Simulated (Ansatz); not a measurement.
Crystal: GeCN2.

```xyz
4
Lattice="1.7938 1.0356 4.9220 -1.7938 1.0356 4.9220 0.0000 -2.0713 4.9220" Properties=species:S:1:pos:R:3 pbc="T T T"
Ge    0.0000    0.0000    0.0000
N     0.0000    0.0000    8.6219
N     0.0000    0.0000    6.1440
C     0.0000    0.0000    7.3829
```

The cell comes from a database or a generator and needn't be the stable form of this composition.

```yaml
Program: Ansatz 0.2.0
Task: single point
Functional: PBEsol
Potentials_or_basis: Ansatz PAW
Cutoff: "420 eV (not typed: the program's choice for these potentials)"
k_mesh: 9 × 9 × 9
Occupations: fermi-dirac, width 0.05 eV
Spin: no spin polarisation
```

On this cell: pressure -3.3 GPa; largest force 0.066 eV/Å; band gap on the k mesh 1.00 eV, indirect (least direct gap 1.84 eV).

The same run follows on a disturbed copy (atoms moved at random, drawn with an rms of 0.05 Å):

```xyz
4
Lattice="1.7938 1.0356 4.9220 -1.7938 1.0356 4.9220 0.0000 -2.0713 4.9220" Properties=species:S:1:pos:R:3 pbc="T T T"
Ge    0.0111    0.0345    0.0193
N    -0.0263   -0.0110    8.5986
N     0.0123   -0.0697    6.2020
C    -0.0371    0.0340    7.3699
```

What does the disturbed cell give?

The energy moves by +58.8 meV/atom; pressure 4.1 GPa; largest force 5.659 eV/Å; band gap on the k mesh 1.09 eV, indirect (least direct gap 1.84 eV).

Forces on the atoms (eV/Å):
```
Ge   0.043  0.028 -0.491
N   -0.150  0.343  1.829
N   -0.020  0.110 -5.658
C    0.127 -0.481  4.320
```

Stress tensor (GPa, compression positive):
```
-3.97  0.11 -0.89
 0.11 -3.39  1.89
-0.89  1.89 19.80
```

Caveats: odd divisions of the mesh miss points on the zone boundary, where band edges often lie, so the gap on the mesh can be too wide; the PAW data sets come from PBE, with cores solved anew for the run's functional, which leaves a small shift of forces and pressure.

A k mesh can miss the band edges.
